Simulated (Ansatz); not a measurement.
# PtTe: the cost of one run

Program: Ansatz 0.2.0. Level of theory: DFT PBEsol+U (U_eff = 6 eV on Pt d), plane waves, PAW, no spin–orbit coupling unless a run says so. These are calculated values, not measurements.

## 1. The structure to begin with

The structure is hexagonal, space group P6_3/mmc (No. 194). The conventional cell has a = 4.111 Å, b = 4.111 Å, c = 5.446 Å, α = 90.00°, β = 90.00°, γ = 120.00°. Te (site symmetry -6m2) is surrounded by 6 Pt at 2.74 Å. Pt (site symmetry -3m) has 2 Pt at 2.72 Å and 6 Te at 2.74 Å as nearest neighbours.

Coordinates:

```
CELL_PARAMETERS angstrom
4.11100 0.00000 0.00000
-2.05550 3.56023 0.00000
0.00000 0.00000 5.44600
ATOMIC_POSITIONS crystal
Te 0.33333 0.66667 0.25000
Te 0.66667 0.33333 0.75000
Pt 0.00000 0.00000 0.00000
Pt 0.00000 0.00000 0.50000
```

An earlier series on this cell reached its lowest free state from «ferromagnetic start, free, natural orbitals of the symmetric run filled by rank», perhaps among other starts (it ended without moments).

## 2. Ferrimagnetic site moments held

The input, input.yaml:

```yaml
crystal:
  lattice:
    - [4.11099924, 0.0, 0.0]
    - [-2.05549962, 3.56022978, 0.0]
    - [0.0, 0.0, 5.44599925]
  atoms:
    - { symbol: Te, position: [0.3333333333, 0.6666666667, 0.25] }
    - { symbol: Te, position: [0.6666666667, 0.3333333333, 0.75] }
    - { symbol: Pt, position: [0.0, 0.0, 0.0], spin: 2.0 }
    - { symbol: Pt, position: [0.0, 0.0, 0.5], spin: -1.0 }
basis:
  ecutwfc: 420
  ecutrho_ratio: 4
kpoints:
  mp_grid: { grid: [5, 5, 4] }
hamiltonian:
  xc: pbesol
  hubbard:
    sites: [{ site: 2, l: d, u_eff: 6.0 }, { site: 3, l: d, u_eff: 6.0 }]
scf:
  occupations: { method: gaussian, width: 0.05 }
  lower_state_search: "off"
  max_iter: 150
output:
  forces: true
  stress: true
  eigenvalues: true
  populations: true
  hubbard: { sites: [{ site: 2, l: d }, { site: 3, l: d }] }
magnetization:
  spin_polarized: true
  spin_locking: { lock_spins: true }
```

The lock stays on to the end, so the result is a constrained state.

Started as:

```sh
$ ansatz run input.yaml --threads 2 --pin off --max-ram 3072MiB --backend cpu --events-out ev --progress --plain --runs-dir out
```

Q: Estimate wall time and peak memory on 2 threads of Intel Xeon Platinum 8559C (Emerald Rapids), shared host.

About 6.8 s, with a peak of 0.53 GiB.
